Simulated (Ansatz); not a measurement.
**SnSiH4ClF (SMILES [F][SnH]([SiH3])[Cl]): PBE/def2-SVP (core potential)**

Aim: the vertical ionisation energy of SnSiH4ClF at PBE/def2-SVP (core potential), from 2 runs. 

Program for the calculation: Ansatz 0.2.0.

104 further runs of the same task are left out: 6 that didn't finish, 98 set aside as unsound or not needed. Runs told in other sessions of the task aren't counted.

### Step 1. The structure to begin with

SnSiH4ClF has 8 atoms, charge 0, and is taken as a singlet. As SMILES, `[F][SnH]([SiH3])[Cl]`. The shape is that of a PBE0-D4/def2-TZVP optimisation.

Bond lengths: F1–Sn2 1.922 Å, Sn2–Si3 2.562 Å, Sn2–Cl4 2.326 Å, Sn2–H5 1.703 Å, Si3–H6 1.483 Å, Si3–H7 1.483 Å, Si3–H8 1.481 Å. Some angles: F1–Sn2–Si3 106.4°, F1–Sn2–Cl4 104.0°, Si3–Sn2–Cl4 108.4°, F1–Sn2–H5 104.3°, Si3–Sn2–H5 125.0°, Cl4–Sn2–H5 106.7°, Sn2–Si3–H6 108.7°, Sn2–Si3–H7 107.9°, Sn2–Si3–H8 107.4°, H6–Si3–H7 110.5°.

### Step 2. A single-point energy at PBE/def2-SVP (core potential)

The input, molecule.yaml:

```yaml
crystal:
  periodic: [false, false, false]
  atoms:
    - {symbol: F, position_ang: [-2.164400, 1.207300, 0.065000]}
    - {symbol: Sn, position_ang: [-0.491100, 0.743900, -0.760400]}
    - {symbol: Si, position_ang: [0.772400, -0.710700, 0.928600]}
    - {symbol: Cl, position_ang: [-1.103700, -0.588800, -2.566200]}
    - {symbol: H, position_ang: [0.081000, 2.212200, -1.406000]}
    - {symbol: H, position_ang: [1.077500, 0.107800, 2.127500]}
    - {symbol: H, position_ang: [2.025400, -1.174900, 0.284900]}
    - {symbol: H, position_ang: [-0.104900, -1.854000, 1.270900]}
basis:
  gaussian: {orbitals: def2-SVP}
accuracy: high
hamiltonian: {xc: {name: PBE}}
output: {orbitals: {seedname: orbitals}}
```

Started as:

```bash
ansatz run molecule.yaml --threads 1 --pin off --max-ram 3480MiB --events-out events.jsonl --progress --plain --runs-dir runs
```

The program printed:

```text
Warning: RAYON_NUM_THREADS=1 ignored (pool sized by the plan → 1); use --threads N
Functional definition: PBE
  name "PBE"
  parameter kappa = 0.804
  parameter beta = 0.06672455060314922
  exchange = pbe_x(kappa = kappa, mu = beta*pi^2/3)
  correlation = pbe_c(beta = beta)
2115 factors; integrals over basis functions are off by at most 7.7e-9 eV
mean field evaluation 1: about -28991.4878 eV, gradient 4.0e1 eV
mean field evaluation 2: about -28961.6592 eV, gradient 1.4e2 eV
mean field evaluation 4: about -28994.4230 eV, gradient 9.0e0 eV
mean field evaluation 8: about -28994.6242 eV, gradient 5.5e-1 eV
mean field evaluation 16: about -28994.6249 eV, gradient 1.1e-4 eV
mean field -28994.62494950 eV, -1065.5328136314 hartree, gradient 5.7e-8 eV, S^2 0.000000; 0 other end points of the search recorded, 0 dependent functions left out
reference -28994.62495364 eV, -1065.5328137837 hartree; 33, 33 occupied and 63, 63 virtual orbitals, 2115 factors
Total energy: -28994.62495364 eV, -1065.5328137837 hartree
```

It took 15 s on 1 thread of Arm Neoverse N1, shared host; peak memory 0.26 GiB.

### Step 3. The doublet cation, same level

Edit molecule.yaml of step 2 so:

```diff
@@ -13,4 +13,6 @@
   gaussian: {orbitals: def2-SVP}
+total_charge: 1
+magnetization: {spin_polarized: true, initial_magnetization: 1}
+hamiltonian: {xc: {name: PBE}}
 accuracy: high
-hamiltonian: {xc: {name: PBE}}
 output: {orbitals: {seedname: orbitals}}
```

Started as:

```bash
ansatz run molecule.yaml --threads 1 --pin off --max-ram 3480MiB --events-out events.jsonl --progress --plain --runs-dir runs
```

The program printed (excerpt; [...] marks lines left out):

```text
Warning: RAYON_NUM_THREADS=1 ignored (pool sized by the plan → 1); use --threads N
[... 6 set-up lines as earlier in the session ...]
2116 factors; integrals over basis functions are off by at most 7.7e-9 eV
mean field evaluation 1: about -28975.7816 eV, gradient 5.0e1 eV
mean field evaluation 2: about -28712.5725 eV, gradient 1.6e2 eV
mean field evaluation 4: about -28978.8528 eV, gradient 2.8e1 eV
mean field evaluation 8: about -28984.7814 eV, gradient 7.9e-1 eV
mean field evaluation 16: about -28984.7810 eV, gradient 1.8e-3 eV
mean field evaluation 32: about -28983.1408 eV, gradient 9.6e0 eV
mean field -28984.78096489 eV, -1065.1710538697 hartree, gradient 4.0e-8 eV, S^2 0.752526; 6 other end points of the search recorded, 0 dependent functions left out
reference -28984.78096902 eV, -1065.1710540213 hartree; 33, 32 occupied and 63, 64 virtual orbitals, 2116 factors
Total energy: -28984.78096902 eV, -1065.1710540213 hartree
```

It took 34 s on 1 thread of Arm Neoverse N1, shared host; peak memory 0.34 GiB.

### Step 4. What came out

At PBE/def2-SVP (core potential):

| quantity | value |
| --- | --- |
| singlet SnSiH4ClF: total energy | -1065.53281 Eh |
| singlet SnSiH4ClF: HOMO energy | -7.02 eV |
| singlet SnSiH4ClF: LUMO energy | -1.87 eV |
| singlet SnSiH4ClF: HOMO–LUMO gap | 5.15 eV |
| doublet cation: total energy | -1065.17105 Eh |
| doublet cation: HOMO energy (highest over α and β) | -13.24 eV |
| doublet cation: LUMO energy (lowest over α and β) | -12.63 eV |
| doublet cation: ⟨S²⟩ | 0.753 |
| vertical ionisation energy (to the doublet cation) | 9.844 eV |

Removing an electron at fixed nuclei costs 9.84 eV (227 kcal/mol). The negative HOMO energy of the first species, 7.02 eV, lies 2.82 eV below that difference.
